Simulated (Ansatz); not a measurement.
**Cl₂GeHS radical: basis-set convergence**

How large a basis does Cl₂GeHS radical need? Two functionals are run in growing sets.

The runs use Ansatz 0.2.0, Gaussian basis; one geometry, several basis sets.

Levels to be run: PBE0-D4/def2-SVP; ωB97M-V/def2-SVP; PBE0-D4/def2-QZVPP; ωB97M-V/def2-QZVPP; the functionals' def2-TZVPP values are taken from earlier runs.

### Step 1. The relaxed structure

The geometry comes from an earlier relaxation with PBE0-D4 in a triple-zeta def2 set; it is a stationary point.

SMILES `[SH][Ge]([Cl])[Cl]`, 5 atoms, charge 0, spin multiplicity 2.

Atoms are counted from 1 here; the program's logs count them from 0.

Bond lengths: S1–Ge2 2.226 Å, S1–H5 1.345 Å, Ge2–Cl3 2.155 Å, Ge2–Cl4 2.165 Å. Angles: Ge2–S1–H5 92.0°, S1–Ge2–Cl3 105.6°, S1–Ge2–Cl4 110.5°, Cl3–Ge2–Cl4 108.7°.

Coordinates:

```xyz
5

S     0.1536    1.6171   -0.1945
Ge   -0.0181   -0.4490    0.6149
Cl    2.0058   -1.1123    0.9403
Cl   -0.9526   -1.7578   -0.8348
H    -1.1389    1.6284   -0.5673
```

### Step 2. PBE0-D4 in def2-SVP

File in.yaml:

```yaml
crystal:
  periodic: [false, false, false]
  atoms:
    - {symbol: S, position_ang: [0.153602, 1.617094, -0.194546]}
    - {symbol: Ge, position_ang: [-0.018054, -0.448973, 0.614919]}
    - {symbol: Cl, position_ang: [2.005822, -1.112325, 0.940328]}
    - {symbol: Cl, position_ang: [-0.952628, -1.757842, -0.834837]}
    - {symbol: H, position_ang: [-1.138941, 1.628445, -0.567264]}
basis:
  gaussian: {orbitals: def2-SVP}
magnetization: {spin_polarized: true, initial_magnetization: 1}
hamiltonian: {xc: pbe0, dispersion: d4}
output: {orbitals: {seedname: orbitals}}
```

The run is started by

```
$ ansatz run in.yaml --threads 4 --pin off --events-out ev --progress --plain --max-ram 10444MiB
```

The runs that follow: ωB97M-V in def2-SVP; PBE0-D4 in def2-QZVPP; ωB97M-V in def2-QZVPP.

Q: Predict the results of all the runs planned. Wanted: PBE0-D4: double and triple zeta above quadruple; ωB97M-V: double and triple zeta above quadruple.

The runs gave:

```
                                       quantity           value
PBE0-D4: double and triple zeta above quadruple  21.92, 2.28 eV
ωB97M-V: double and triple zeta above quadruple  21.67, 2.20 eV
```

What this shows: PBE0-D4 gains 19.64 eV from double to triple zeta, then 2.28 eV more. Total energies overstate the basis error of differences, where much of it tends to cancel.
